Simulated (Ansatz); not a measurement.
# SnCl4 with SbH3: superposition error and deformation

How much of this pair's binding is borrowed basis, and how much do the fragments pay to take the shapes they have in the pair?

Method: PBE0-D4 structures, single points in def2-TZVPPD; program: Ansatz 0.2.0, Gaussian basis.

Levels: PBE-D4, revPBE-D4, BLYP-D4, r2SCAN-D4, B97M-V, PBE0-D4, B3LYP-D4, HSE06-D4, wB97X-V, wB97M-V, B2PLYP, Hartree-Fock, MP2, CCSD, CCSD(T).

Cores are frozen in the correlated methods. Filled d shells of the heavier atoms are correlated. Core potentials replace the inner electrons past krypton, and spin-orbit coupling is left out. B3LYP uses VWN-RPA correlation. B2PLYP carries no dispersion term here.

32 further runs of the same task are left out: 32 set aside as unsound or not needed.

### 1 The starting structure

The relaxed pair: 9 atoms, charge 0, spin multiplicity 1.

Atoms are counted from 1 here; the program's logs count them from 0.

Bond lengths: Cl1–Sn2 2.288 Å, Sn2–Cl3 2.292 Å, Sn2–Cl4 2.285 Å, Sn2–Cl5 2.287 Å, Sb6–H7 1.707 Å, Sb6–H8 1.709 Å, Sb6–H9 1.709 Å. Angles: Cl1–Sn2–Cl3 108.5°, Cl1–Sn2–Cl4 109.1°, Cl1–Sn2–Cl5 109.0°, Cl3–Sn2–Cl4 110.1°, Cl3–Sn2–Cl5 109.8°, Cl4–Sn2–Cl5 110.3°, H7–Sb6–H8 91.5°, H7–Sb6–H9 91.3°, H8–Sb6–H9 91.1°.

As a file:

```xyz
9
charge 0, multiplicity 1
Cl   -0.80114   -0.01174   -4.10298
Sn   -0.18832    0.08992   -1.90051
Cl   -1.88351    1.08119   -0.71837
Cl    0.17403   -2.02829   -1.12491
Cl    1.71806    1.33946   -1.71565
Sb   -0.11004    0.44654    2.66906
H    -0.86424   -0.97193    2.09349
H     1.06213   -0.46679    3.51242
H     0.89304    0.52154    1.28746
```

Atoms 1 to 5 are fragment A (SnCl4), the rest fragment B (SbH3). From earlier runs, pair energy (eV) and counterpoise interaction (kcal/mol):

| method | E(pair) | interaction |
| --- | --- | --- |
| PBE-D4 | -62494.24875 | -2.76 |
| revPBE-D4 | -62508.66996 | -2.42 |
| BLYP-D4 | -62512.04239 | -2.75 |
| r2SCAN-D4 | -62516.33542 | -2.03 |
| B97M-V | -62502.06360 | -2.46 |
| PBE0-D4 | -62498.84655 | -2.71 |
| B3LYP-D4 | -62521.09754 | -2.89 |
| HSE06-D4 | -62497.90112 | -2.68 |
| wB97X-V | -62506.32979 | -2.42 |
| wB97M-V | -62509.80790 | -2.58 |
| B2PLYP | -62489.17412 | -0.22 |
| MP2 | -62423.37337 | -2.43 |
| CCSD(T) | -62426.50163 | -1.78 |

First each fragment is run alone in its own basis, frozen in the shape it has in the pair (a, b).

### 2 CCSD(T)/def2-TZVPPD

The input, a/in.yaml:

```yaml
crystal:
  periodic: [false, false, false]
  atoms:
    - {symbol: Cl, position_ang: [-0.801141, -0.011736, -4.102984]}
    - {symbol: Sn, position_ang: [-0.188322, 0.089921, -1.900512]}
    - {symbol: Cl, position_ang: [-1.883510, 1.081188, -0.718374]}
    - {symbol: Cl, position_ang: [0.174027, -2.028288, -1.124914]}
    - {symbol: Cl, position_ang: [1.718056, 1.339458, -1.715650]}
basis:
  gaussian: {orbitals: "def2-TZVPPD.json"}
correlation: {method: ccsd_t}
```

The input, b/in.yaml:

```yaml
crystal:
  periodic: [false, false, false]
  atoms:
    - {symbol: Sb, position_ang: [-0.110039, 0.446537, 2.669056]}
    - {symbol: H, position_ang: [-0.864241, -0.971935, 2.093489]}
    - {symbol: H, position_ang: [1.062132, -0.466788, 3.512425]}
    - {symbol: H, position_ang: [0.893036, 0.521543, 1.287464]}
basis:
  gaussian: {orbitals: "def2-TZVPPD.json"}
correlation: {method: ccsd_t}
```

The basis file named in the input lies beside it (Basis Set Exchange, JSON).

No record of the launch command was kept for these runs.

a printed:

```text
Functional definition: HF
  name "HF"
  cite "Fock, Z. Phys. 61, 126 (1930) doi:10.1007/BF01340294"
  parent pbe
  exchange = exact_x
  correlation = 0
1689 factors; integrals over basis functions are off by at most 8.9e-4 eV
mean field evaluation 1: about -55824.8497 eV, gradient 2.6e1 eV
mean field evaluation 2: about -55824.9497 eV, gradient 2.6e1 eV
mean field evaluation 4: about -55826.7923 eV, gradient 1.8e0 eV
mean field evaluation 8: about -55826.8144 eV, gradient 1.3e-1 eV
mean field evaluation 16: about -55826.0314 eV, gradient 1.8e1 eV
mean field -55826.81449353 eV, -2051.5975918633 hartree, gradient 1.9e-6 eV, S^2 0.000000; 0 other end points of the search recorded, 0 dependent functions left out
24 core orbitals not correlated: weight in the atoms' cores, before any rotation towards them, 1.000 or more for the frozen orbitals, at most 0.000 for the correlated occupied ones
reference -55826.81449353 eV, -2051.5975918633 hartree; 21, 21 occupied and 215, 215 virtual orbitals, 1689 factors
second order -28.91184863 eV of doubles, -0.00000000 eV of singles
cycle   1  -29.51460601 eV  change   -6.0e-1 eV  update   1.1e-1
cycle   2  -30.12544057 eV  change   -6.1e-1 eV  update   3.0e-2
cycle   3  -30.24947556 eV  change   -1.2e-1 eV  update   1.6e-2
cycle   4  -30.23300412 eV  change    1.6e-2 eV  update   3.6e-3
cycle   5  -30.23083485 eV  change    2.2e-3 eV  update   1.3e-3
cycle   6  -30.23096842 eV  change   -1.3e-4 eV  update   3.1e-4
cycle   7  -30.23086198 eV  change    1.1e-4 eV  update   1.0e-4
cycle   8  -30.23087088 eV  change   -8.9e-6 eV  update   2.6e-5
perturbative correction -1.28353751 eV, -0.0471691336 hartree
Total energy: -55858.32890193 eV, -2052.7557250106 hartree
```

b printed:

```text
[... 6 set-up lines as earlier in the session ...]
765 factors; integrals over basis functions are off by at most 6.8e-4 eV
mean field evaluation 1: about -6556.9579 eV, gradient 8.1e0 eV
mean field evaluation 2: about -6556.9598 eV, gradient 8.1e0 eV
mean field evaluation 4: about -6557.4112 eV, gradient 7.6e-1 eV
mean field evaluation 8: about -6557.4139 eV, gradient 3.3e-4 eV
mean field -6557.41387277 eV, -240.9805150494 hartree, gradient 1.4e-6 eV, S^2 0.000000; 0 other end points of the search recorded, 0 dependent functions left out
4 core orbitals not correlated: weight in the atoms' cores, before any rotation towards them, 1.000 or more for the frozen orbitals, at most 0.000 for the correlated occupied ones
reference -6557.41387277 eV, -240.9805150494 hartree; 9, 9 occupied and 94, 94 virtual orbitals, 765 factors
second order -10.07368400 eV of doubles, -0.00000000 eV of singles
cycle   1  -10.02396169 eV  change    5.0e-2 eV  update   7.8e-2
cycle   2  -10.33679316 eV  change   -3.1e-1 eV  update   2.4e-2
cycle   3  -10.36436309 eV  change   -2.8e-2 eV  update   1.1e-2
cycle   4  -10.35708710 eV  change    7.3e-3 eV  update   3.2e-3
cycle   5  -10.35785380 eV  change   -7.7e-4 eV  update   1.0e-3
cycle   6  -10.35771046 eV  change    1.4e-4 eV  update   2.8e-4
cycle   7  -10.35764796 eV  change    6.2e-5 eV  update   7.7e-5
cycle   8  -10.35768288 eV  change   -3.5e-5 eV  update   2.9e-5
cycle   9  -10.35768360 eV  change   -7.2e-7 eV  update   7.4e-6
perturbative correction -0.26865502 eV, -0.0098728900 hartree
Total energy: -6568.04021139 eV, -241.3710257909 hartree
```

Wall times: 9.5 s (a), 4 s (b) on 1 × a share of an NVIDIA H100 with 2 threads, shared host; peak memory 0.83 GiB.

### 3 Relaxing SnCl4 alone

The input, relax-a/in.yaml:

```yaml
crystal:
  periodic: [false, false, false]
  atoms:
    - {symbol: Cl, position_ang: [-0.801141, -0.011736, -4.102984]}
    - {symbol: Sn, position_ang: [-0.188322, 0.089921, -1.900512]}
    - {symbol: Cl, position_ang: [-1.883510, 1.081188, -0.718374]}
    - {symbol: Cl, position_ang: [0.174027, -2.028288, -1.124914]}
    - {symbol: Cl, position_ang: [1.718056, 1.339458, -1.715650]}
basis:
  gaussian: {orbitals: def2-TZVP}
hamiltonian: {xc: pbe0, dispersion: d4}
relax: {f_tol: 0.005, max_steps: 200}
```

Output:

```text
Functional definition: PBE0
  name "PBE0"
  cite "Adamo & Barone, J. Chem. Phys. 110, 6158 (1999) doi:10.1063/1.478522"
  cite "Perdew, Burke & Ernzerhof, Phys. Rev. Lett. 77, 3865 (1996) doi:10.1103/PhysRevLett.77.3865"
[... 1 set-up line as earlier in the session ...]
  parameter a = 0.25
  parameter kappa = 0.804
  parameter beta = 0.06672455060314922
  exchange = (1 - a)*pbe_x(kappa = kappa, mu = beta*pi^2/3) + a*exact_x
  correlation = pbe_c(beta = beta)
1533 factors; their error is unknown
mean field evaluation 1: about -55910.8318 eV, gradient 2.5e1 eV
mean field evaluation 2: about -55910.0457 eV, gradient 3.3e1 eV
mean field evaluation 4: about -55912.2106 eV, gradient 7.5e-1 eV
mean field evaluation 8: about -55912.4366 eV, gradient 2.0e-1 eV
mean field evaluation 16: about -55912.4366 eV, gradient 3.4e-5 eV
mean field -55912.43664194 eV, -2054.7441477804 hartree, gradient 3.4e-5 eV, S^2 0.000000; 0 other end points of the search recorded, 0 dependent functions left out
the calculation of the forces begins
reference -55912.43667451 eV, -2054.7441489776 hartree; 45, 45 occupied and 153, 153 virtual orbitals, 1533 factors
relax step   1: F+E_penalty+E_count = -55912.65581989 eV  Δ(F+E_penalty+E_count) = +0.000e0 eV  max|allowed force component| = 9.747e-2 eV/Å  Δτ_max = 0.0000 Å  (25 SCF iters, accepted)
these checks for a lower state are left out or cut short: starts, cluster_reference, orbital_swaps, neighbouring_geometries, increment
1533 factors; their error is unknown
mean field -55912.43797222 eV, -2054.7441966676 hartree, gradient 8.2e-6 eV, S^2 0.000000; 0 other end points of the search recorded, 0 dependent functions left out
the calculation of the forces begins
reference -55912.43800480 eV, -2054.7441978647 hartree; 45, 45 occupied and 153, 153 virtual orbitals, 1533 factors
relax step   2: F+E_penalty+E_count = -55912.65721320 eV  Δ(F+E_penalty+E_count) = -1.393e-3 eV  max|allowed force component| = 2.331e-2 eV/Å  Δτ_max = 0.0144 Å  (28 SCF iters, accepted)
these checks for a lower state are left out or cut short: starts, cluster_reference, orbital_swaps, neighbouring_geometries, increment
1533 factors; their error is unknown
mean field -55912.43799598 eV, -2054.7441975407 hartree, gradient 8.3e-6 eV, S^2 0.000000; 0 other end points of the search recorded, 0 dependent functions left out
the calculation of the forces begins
reference -55912.43802856 eV, -2054.7441987378 hartree; 45, 45 occupied and 153, 153 virtual orbitals, 1533 factors
relax step   3: F+E_penalty+E_count = -55912.65723285 eV  Δ(F+E_penalty+E_count) = -1.965e-5 eV  max|allowed force component| = 1.274e-4 eV/Å  Δτ_max = 0.0011 Å  (30 SCF iters, accepted)
1533 factors; their error is unknown
mean field evaluation 32: about -55912.4380 eV, gradient 8.3e-6 eV
mean field -55912.43799598 eV, -2054.7441975407 hartree, gradient 8.3e-6 eV, S^2 0.000000; 1 other end points of the search recorded, 0 dependent functions left out
the calculation of the forces begins
reference -55912.43802856 eV, -2054.7441987378 hartree; 45, 45 occupied and 153, 153 virtual orbitals, 1533 factors
Total energy: -55912.65726543 eV, -2054.7522555442 hartree
Atom 0 at    -0.800958    -0.014927    -4.115804 Å, force     0.000082    -0.000017     0.000127 eV/Å
Atom 1 at    -0.196166     0.094095    -1.912503 Å, force     0.000010    -0.000016    -0.000039 eV/Å
Atom 2 at    -1.874844     1.076563    -0.708787 Å, force    -0.000104     0.000025     0.000045 eV/Å
Atom 3 at     0.175684    -2.018570    -1.118428 Å, force     0.000012     0.000075    -0.000074 eV/Å
Atom 4 at     1.715395     1.333382    -1.706912 Å, force     0.000000    -0.000068    -0.000060 eV/Å
Dipole moment:     0.000014    -0.000017    -0.000019 e Å
```

Run time: 13 s. Hardware: 1 × a share of an NVIDIA H100 with 2 threads, shared host; peak host memory 0.91 GiB.

Along the way:

| step | energy from step 1 (eV) | largest force component (eV/Å) |
| --- | --- | --- |
| 1 | 0.0000 | 0.0975 |
| 2 | -0.0014 | 0.0233 |
| 3 | -0.0014 | 0.0001 |

Close pairs (by a distance rule), those that changed most:

| bond | before (Å) | after (Å) | change (Å) |
| --- | --- | --- | --- |
| Sn2–Cl3 | 2.292 | 2.287 | -0.005 |
| Sn2–Cl4 | 2.285 | 2.287 | +0.003 |
| Cl1–Sn2 | 2.288 | 2.287 | -0.001 |
| Sn2–Cl5 | 2.287 | 2.287 | +0.001 |

### 4 Relaxing SbH3 alone

The input, relax-b/in.yaml:

```yaml
crystal:
  periodic: [false, false, false]
  atoms:
    - {symbol: Sb, position_ang: [-0.110039, 0.446537, 2.669056]}
    - {symbol: H, position_ang: [-0.864241, -0.971935, 2.093489]}
    - {symbol: H, position_ang: [1.062132, -0.466788, 3.512425]}
    - {symbol: H, position_ang: [0.893036, 0.521543, 1.287464]}
basis:
  gaussian: {orbitals: def2-TZVP}
hamiltonian: {xc: pbe0, dispersion: d4}
relax: {f_tol: 0.005, max_steps: 200}
```

Output:

```text
[... 10 set-up lines as earlier in the session ...]
573 factors; their error is unknown
mean field evaluation 1: about -6585.5755 eV, gradient 8.3e0 eV
mean field evaluation 2: about -6585.6889 eV, gradient 6.7e0 eV
mean field evaluation 4: about -6585.7887 eV, gradient 2.2e-1 eV
mean field evaluation 8: about -6585.9691 eV, gradient 7.8e-3 eV
mean field -6585.96913693 eV, -242.0299016521 hartree, gradient 4.0e-5 eV, S^2 0.000000; 0 other end points of the search recorded, 0 dependent functions left out
the calculation of the forces begins
reference -6585.96916397 eV, -242.0299026457 hartree; 13, 13 occupied and 55, 55 virtual orbitals, 573 factors
relax step   1: F+E_penalty+E_count = -6586.00348280 eV  Δ(F+E_penalty+E_count) = +0.000e0 eV  max|allowed force component| = 4.102e-2 eV/Å  Δτ_max = 0.0000 Å  (22 SCF iters, accepted)
these checks for a lower state are left out or cut short: starts, cluster_reference, orbital_swaps, neighbouring_geometries, increment
573 factors; their error is unknown
mean field evaluation 16: about -6585.7888 eV, gradient 4.7e-4 eV
mean field -6585.96909920 eV, -242.0299002654 hartree, gradient 2.1e-5 eV, S^2 0.000000; 0 other end points of the search recorded, 0 dependent functions left out
the calculation of the forces begins
reference -6585.96912623 eV, -242.0299012587 hartree; 13, 13 occupied and 55, 55 virtual orbitals, 573 factors
relax step   2: F+E_penalty+E_count = -6586.00343983 eV  Δ(F+E_penalty+E_count) = +4.296e-5 eV  max|allowed force component| = 3.191e-2 eV/Å  Δτ_max = 0.0070 Å  (27 SCF iters, rejected (line search))
these checks for a lower state are left out or cut short: starts, cluster_reference, orbital_swaps, neighbouring_geometries, increment
573 factors; their error is unknown
mean field -6585.96921147 eV, -242.0299043912 hartree, gradient 2.1e-5 eV, S^2 0.000000; 0 other end points of the search recorded, 0 dependent functions left out
the calculation of the forces begins
reference -6585.96923850 eV, -242.0299053847 hartree; 13, 13 occupied and 55, 55 virtual orbitals, 573 factors
relax step   3: F+E_penalty+E_count = -6586.00355592 eV  Δ(F+E_penalty+E_count) = -7.312e-5 eV  max|allowed force component| = 1.725e-3 eV/Å  Δτ_max = 0.0025 Å  (27 SCF iters, accepted)
573 factors; their error is unknown
mean field evaluation 32: about -6585.9692 eV, gradient 2.6e-4 eV
mean field -6585.96921147 eV, -242.0299043912 hartree, gradient 2.1e-5 eV, S^2 0.000000; 1 other end points of the search recorded, 0 dependent functions left out
the calculation of the forces begins
reference -6585.96923850 eV, -242.0299053847 hartree; 13, 13 occupied and 55, 55 virtual orbitals, 573 factors
Total energy: -6586.00358295 eV, -242.0311675199 hartree
Atom 0 at    -0.107671     0.446555     2.668227 Å, force    -0.000928     0.001725     0.000778 eV/Å
Atom 1 at    -0.863805    -0.972565     2.094216 Å, force    -0.000880    -0.001308    -0.000424 eV/Å
Atom 2 at     1.060399    -0.467647     3.513794 Å, force     0.000967    -0.000853     0.001158 eV/Å
Atom 3 at     0.891965     0.523015     1.286196 Å, force     0.000840     0.000436    -0.001512 eV/Å
Dipole moment:    -0.031895     0.050971     0.025086 e Å
```

Wall time 10 s (1 × a share of an NVIDIA H100 with 2 threads, shared host); peak host memory 0.8 GiB.

The steps of the relaxation:

| step | energy from step 1 (eV) | largest force component (eV/Å) |
| --- | --- | --- |
| 1 | 0.0000 | 0.0410 |
| 2 | 0.0000 | 0.0319 |
| 3 | -0.0001 | 0.0017 |

Distances of close pairs at the start and the end, largest changes first:

| bond | before (Å) | after (Å) | change (Å) |
| --- | --- | --- | --- |
| Sb1–H4 | 1.709 | 1.707 | -0.002 |
| Sb1–H3 | 1.709 | 1.707 | -0.001 |
| Sb1–H2 | 1.707 | 1.707 | +0.001 |

### 5 CCSD(T)/def2-TZVPPD

The input, free-a/in.yaml:

```yaml
crystal:
  periodic: [false, false, false]
  atoms:
    - {symbol: Cl, position_ang: [-0.800958, -0.014927, -4.115804]}
    - {symbol: Sn, position_ang: [-0.196166, 0.094095, -1.912503]}
    - {symbol: Cl, position_ang: [-1.874844, 1.076563, -0.708787]}
    - {symbol: Cl, position_ang: [0.175684, -2.018570, -1.118428]}
    - {symbol: Cl, position_ang: [1.715395, 1.333382, -1.706912]}
basis:
  gaussian: {orbitals: "def2-TZVPPD.json"}
correlation: {method: ccsd_t}
```

The input, free-b/in.yaml:

```yaml
crystal:
  periodic: [false, false, false]
  atoms:
    - {symbol: Sb, position_ang: [-0.107671, 0.446555, 2.668227]}
    - {symbol: H, position_ang: [-0.863805, -0.972565, 2.094216]}
    - {symbol: H, position_ang: [1.060399, -0.467647, 3.513794]}
    - {symbol: H, position_ang: [0.891965, 0.523015, 1.286196]}
basis:
  gaussian: {orbitals: "def2-TZVPPD.json"}
correlation: {method: ccsd_t}
```

Output in free-a:

```text
[... 6 set-up lines as earlier in the session ...]
1689 factors; integrals over basis functions are off by at most 8.9e-4 eV
mean field evaluation 1: about -55824.8538 eV, gradient 2.6e1 eV
mean field evaluation 2: about -55824.9539 eV, gradient 2.6e1 eV
mean field evaluation 4: about -55826.7936 eV, gradient 1.8e0 eV
mean field evaluation 8: about -55826.8162 eV, gradient 1.3e-1 eV
mean field evaluation 16: about -55826.0342 eV, gradient 1.8e1 eV
mean field -55826.81627577 eV, -2051.5976573594 hartree, gradient 1.9e-6 eV, S^2 0.000000; 0 other end points of the search recorded, 0 dependent functions left out
24 core orbitals not correlated: weight in the atoms' cores, before any rotation towards them, 1.000 or more for the frozen orbitals, at most 0.000 for the correlated occupied ones
reference -55826.81627577 eV, -2051.5976573594 hartree; 21, 21 occupied and 215, 215 virtual orbitals, 1689 factors
second order -28.91208035 eV of doubles, -0.00000000 eV of singles
cycle   1  -29.51473666 eV  change   -6.0e-1 eV  update   1.1e-1
cycle   2  -30.12550631 eV  change   -6.1e-1 eV  update   3.0e-2
cycle   3  -30.24940422 eV  change   -1.2e-1 eV  update   1.6e-2
cycle   4  -30.23294498 eV  change    1.6e-2 eV  update   3.6e-3
cycle   5  -30.23078108 eV  change    2.2e-3 eV  update   1.3e-3
cycle   6  -30.23091380 eV  change   -1.3e-4 eV  update   3.1e-4
cycle   7  -30.23080751 eV  change    1.1e-4 eV  update   1.0e-4
cycle   8  -30.23081610 eV  change   -8.6e-6 eV  update   2.6e-5
perturbative correction -1.28329499 eV, -0.0471602211 hartree
Total energy: -55858.33038686 eV, -2052.7557795809 hartree
```

free-b printed:

```text
[... 6 set-up lines as earlier in the session ...]
766 factors; integrals over basis functions are off by at most 6.8e-4 eV
mean field evaluation 1: about -6556.9587 eV, gradient 8.1e0 eV
mean field evaluation 2: about -6556.9605 eV, gradient 8.1e0 eV
mean field evaluation 4: about -6557.4124 eV, gradient 7.6e-1 eV
mean field evaluation 8: about -6557.4150 eV, gradient 3.3e-4 eV
mean field -6557.41502690 eV, -240.9805574631 hartree, gradient 1.4e-6 eV, S^2 0.000000; 0 other end points of the search recorded, 0 dependent functions left out
4 core orbitals not correlated: weight in the atoms' cores, before any rotation towards them, 1.000 or more for the frozen orbitals, at most 0.000 for the correlated occupied ones
reference -6557.41502690 eV, -240.9805574631 hartree; 9, 9 occupied and 94, 94 virtual orbitals, 766 factors
second order -10.07332945 eV of doubles, -0.00000000 eV of singles
cycle   1  -10.02362023 eV  change    5.0e-2 eV  update   7.8e-2
cycle   2  -10.33629002 eV  change   -3.1e-1 eV  update   2.4e-2
cycle   3  -10.36379297 eV  change   -2.8e-2 eV  update   1.1e-2
cycle   4  -10.35653009 eV  change    7.3e-3 eV  update   3.2e-3
cycle   5  -10.35729281 eV  change   -7.6e-4 eV  update   1.0e-3
cycle   6  -10.35715029 eV  change    1.4e-4 eV  update   2.8e-4
cycle   7  -10.35708840 eV  change    6.2e-5 eV  update   7.7e-5
cycle   8  -10.35712328 eV  change   -3.5e-5 eV  update   2.9e-5
cycle   9  -10.35712414 eV  change   -8.6e-7 eV  update   7.4e-6
perturbative correction -0.26849628 eV, -0.0098670562 hartree
Total energy: -6568.04064732 eV, -241.3710418111 hartree
```

Wall times: 8 s (free-a), 4 s (free-b) on 1 × a share of an NVIDIA H100 with 2 threads, shared host; peak memory 0.83 GiB.

### 6 The split

| method | interaction with counterpoise (kcal/mol) | without | superposition error | deformation | binding energy |
| --- | --- | --- | --- | --- | --- |
| PBE-D4 | -2.76 | -2.90 | 0.14 | -0.01 | -2.77 |
| revPBE-D4 | -2.42 | -2.57 | 0.14 | -0.01 | -2.44 |
| BLYP-D4 | -2.75 | -2.90 | 0.15 | -0.03 | -2.78 |
| r2SCAN-D4 | -2.03 | -2.19 | 0.16 | 0.02 | -2.01 |
| B97M-V | -2.46 | -2.59 | 0.13 | 0.03 | -2.43 |
| PBE0-D4 | -2.71 | -2.85 | 0.14 | 0.03 | -2.68 |
| B3LYP-D4 | -2.89 | -3.03 | 0.14 | 0.01 | -2.88 |
| HSE06-D4 | -2.68 | -2.82 | 0.14 | 0.03 | -2.65 |
| wB97X-V | -2.42 | -2.55 | 0.12 | 0.05 | -2.37 |
| wB97M-V | -2.58 | -2.72 | 0.13 | 0.05 | -2.54 |
| B2PLYP | -0.22 | -0.69 | 0.47 | 0.03 | -0.18 |
| Hartree-Fock | 1.76 | 1.60 | 0.16 | 0.07 | 1.83 |
| MP2 | -2.43 | -3.68 | 1.24 | 0.06 | -2.37 |
| CCSD | -1.21 | -2.38 | 1.17 | 0.05 | -1.15 |
| CCSD(T) | -1.78 | -3.06 | 1.28 | 0.04 | -1.73 |

### 7 What came out

| quantity | value |
| --- | --- |
| interaction, CCSD(T) | -1.78 kcal/mol |
| superposition error | 1.28 kcal/mol |
| deformation | 0.04 kcal/mol |
| binding energy | -1.73 kcal/mol |

In words: In this basis the superposition error is 1.28 kcal/mol for CCSD(T) and 0.14 kcal/mol on average for the plain functionals: correlated methods borrow far more, since they need many more functions to converge. Deformation takes back 2 % of the interaction. The free shapes are PBE0-D4 minima, so other methods can show a small negative deformation energy.
